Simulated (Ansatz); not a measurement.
# SnO (Romarchite): the cost of one run

Program: Ansatz 0.2.0. Level of theory: DFT, PBE, plane-wave PAW, default files, scalar-relativistic, as far as a step names no other. These are calculated values, not measurements.

### 1 Starting point

The structure is tetragonal, space group P4/nmm (No. 129). The conventional cell has a = 3.799 Å, b = 3.799 Å, c = 4.841 Å, α = 90.00°, β = 90.00°, γ = 90.00°. Sn (site symmetry 4mm) is surrounded by 4 O at 2.22 Å. Around O (site symmetry -4m2) lie 4 Sn at 2.22 Å.

Structure file:

```cif
data_structure
_symmetry_space_group_name_H-M 'P4/nmm:1'
_symmetry_Int_Tables_number 129
_cell_length_a 3.7986
_cell_length_b 3.7986
_cell_length_c 4.8408
_cell_angle_alpha 90.000
_cell_angle_beta 90.000
_cell_angle_gamma 90.000
_cell_volume 69.85
loop_
_atom_site_label
_atom_site_type_symbol
_atom_site_symmetry_multiplicity
_atom_site_Wyckoff_symbol
_atom_site_fract_x
_atom_site_fract_y
_atom_site_fract_z
_atom_site_occupancy
Sn1 Sn 2 c 0.50000 0.00000 0.23690 1
O1 O 2 a 0.00000 0.00000 0.00000 1
```

The earlier run gave: no gap over 0.1 eV on the mesh, largest force 0.503 eV/Å, pressure 4.8 GPa.

Like atoms gathered into sites:

```tsv
site	atoms	first shell	V_zz (10²¹ V/m²)	η	C_Q (MHz)
Sn	1, 2	4 O at 2.22 Å	-17.62	0.00	–
O	3, 4	4 Sn at 2.22 Å	0.11	0.00	-0.067 (¹⁷O)
```

C_Q = eQV_zz/h, which is 24.18 MHz for Q = 1 b and V_zz = 10²¹ V/m²; η = (V_xx − V_yy)/V_zz. Quadrupole moments are those of Pyykkö's year-2017 table. A dash under C_Q marks elements without a common quadrupolar isotope.

### 2 Denser k-mesh and wider smearing, since the run found no gap

File input.yaml:

```yaml
crystal:
  lattice:
    - [3.7986, 0.0, 0.0]
    - [0.0, 3.7986, 0.0]
    - [0.0, 0.0, 4.8408]
  atoms:
    - { symbol: Sn, position: [0.5, 0.0, 0.2369] }
    - { symbol: Sn, position: [0.0, 0.5, 0.7631] }
    - { symbol: O, position: [0.0, 0.0, 0.0] }
    - { symbol: O, position: [0.5, 0.5, 0.0] }
kpoints:
  mp_grid: { grid: [12, 12, 10] }
scf:
  occupations: { method: fermi_dirac, width: 0.05 }
hamiltonian:
  xc: pbe
  pseudopotentials: { kind: paw }
output:
  forces: true
  stress: true
  populations: true
  efg:
    quadrupole_moments_barn: { Sn: -0.132, O: -0.02558 }
    contact_densities: true
  write_density: true
  write_potential: true
  elf: true
  volumetric_format: npy
```

Started as:

```bash
> ansatz run input.yaml --threads 1 --pin off --max-ram 3072MiB --backend cpu --events-out ev --progress --plain --runs-dir out
```

What time and memory should one allow on 1 thread of Intel Xeon 6975P-C (Granite Rapids), shared host?

About 12 s, with a peak of 0.56 GiB.
